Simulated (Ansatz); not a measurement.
**BH3 + H2O: a complex and its separated parts**

Aim: how far the complex at one end of a reaction step lies below its separated, relaxed parts, level by level.

Method: PBE0-D4/def2-TZVP structures, single points in def2-TZVPP, no counterpoise correction; program: Ansatz 0.2.0, Gaussian basis.

Levels: SPW92, PBE-D4, BLYP-D4, r2SCAN-D4, B97M-V, PBE0-D4, B3LYP-D4, r2SCAN0-D4, BHLYP-D4, CAM-B3LYP-D4, wB97X-V, wB97M-V, B2PLYP, PBE-QIDH, RPA on PBE, Hartree-Fock, MP2, CCSD, CCSD(T).

Cores are frozen in the correlated methods. B3LYP uses VWN-RPA correlation. B2PLYP carries no dispersion term here.

95 further runs of the same task are left out: 1 that didn't finish, 94 set aside as unsound or not needed.

## Step 1: Where the work starts

The complex: 7 atoms, charge 0, spin multiplicity 1.

Atoms are counted from 1 here; the program's logs count them from 0.

Bond lengths: B1–O2 1.687 Å, B1–H3 1.204 Å, B1–H4 1.210 Å, B1–H6 1.204 Å, O2–H5 0.964 Å, O2–H7 0.964 Å. Angles: O2–B1–H3 102.0°, O2–B1–H4 103.7°, O2–B1–H6 102.0°, H3–B1–H4 115.2°, H3–B1–H6 115.8°, H4–B1–H6 115.2°, B1–O2–H5 108.5°, B1–O2–H7 108.5°, H5–O2–H7 107.3°.

Geometry (Å):

```xyz
7
BH5O
B    -0.5391    0.4248   -0.1865
O     0.5390   -0.8247    0.1615
H    -0.7226    0.2756   -1.3673
H     0.0729    1.4236    0.1181
H     0.7760   -0.7730    1.0944
H    -1.4716    0.1569    0.5268
H     1.3455   -0.6831   -0.3470
```

Its parts: BH3 holds atoms 1, 3, 4, 6; H2O holds atoms 2, 5, 7. Each part counts its atoms afresh in its own runs.

## Step 2: Relaxing BH3 alone

Input file relax-a/in.yaml:

```yaml
crystal:
  periodic: [false, false, false]
  atoms:
    - {symbol: B, position_ang: [-0.539119, 0.424823, -0.186515]}
    - {symbol: H, position_ang: [-0.722572, 0.275623, -1.367260]}
    - {symbol: H, position_ang: [0.072947, 1.423567, 0.118124]}
    - {symbol: H, position_ang: [-1.471578, 0.156931, 0.526800]}
basis:
  gaussian: {orbitals: def2-TZVP}
hamiltonian: {xc: pbe0, dispersion: d4}
relax: {f_tol: 0.005, max_steps: 200}
```

The run is started by

```sh
ansatz run in.yaml --threads 2 --pin off --events-out ev --progress --plain --max-ram 4352MiB
```

After this run come: Relaxing H2O alone; SPW92/def2-TZVPP; PBE-D4/def2-TZVPP; BLYP-D4/def2-TZVPP; r2SCAN-D4/def2-TZVPP; B97M-V/def2-TZVPP; PBE0-D4/def2-TZVPP; B3LYP-D4/def2-TZVPP; r2SCAN0-D4/def2-TZVPP; BHLYP-D4/def2-TZVPP; CAM-B3LYP-D4/def2-TZVPP; wB97X-V/def2-TZVPP; wB97M-V/def2-TZVPP; B2PLYP/def2-TZVPP; PBE-QIDH/def2-TZVPP; RPA on PBE/def2-TZVPP; CCSD(T)/def2-TZVPP; CCSD(T)/def2-QZVPP; Vibrations of BH3; Vibrations of H2O.

**Question.** What will these runs give? Wanted: complex less parts, CCSD(T)/def2-TZVPP; with zero-point energy; largest T1 diagnostic.

As calculated:

```
                              quantity           value
complex less parts, CCSD(T)/def2-TZVPP  -15.6 kcal/mol
                with zero-point energy  -10.6 kcal/mol
                 largest T1 diagnostic           0.009
```

At CCSD(T) the complex lies 15.6 kcal/mol below its parts. B3LYP-D4 is the best functional here (+0.5 kcal/mol from CCSD(T)); SPW92 is the worst (-13.8 kcal/mol). By rung, the mean size of the error is: LDA 13.8, GGA 2.3, meta-GGA 2.3, hybrid 1.8, range-separated hybrid 1.1, double hybrid 1.4 kcal/mol. PBE-D4 gives a relative energy 3.9 kcal/mol too low, outside chemical accuracy (1 kcal/mol). No counterpoise was applied, and triple zeta lacks some correlation, so the CCSD(T) reference has a basis error of its own, and close matches with it are partly luck.
